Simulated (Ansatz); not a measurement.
**Bi in Ansatz: the effect of functional**

The system is Bi, a sheet with vacuum.

```
Bi
1.0
     3.30138    0.00000    0.00000
    -1.65069    2.85908    0.00000
     0.00000    0.00000   23.80000
Bi
1
Direct
  0.00000 0.00000 0.29412
```

The cell was built by a generator and needn't be a form met in nature.

Alike in all runs:

```yaml
Program: Ansatz 0.2.0
Task: work function
Potentials_or_basis: all-electron LAPW, scalar-relativistic
Cutoff: 163 eV (chosen from the basis error)
Basis_error_allowed: 0.002 eV/atom
k_mesh: 9 × 9 × 1
Occupations: fermi-dirac, width 0.05 eV
Spin: no spin polarisation
```

```csv
functional,work function (eV)
PBE,4.39
LDA,?
PBEsol,4.49
```

Problem. What does the run with functional LDA give?

Solution. Work function 4.68 eV.
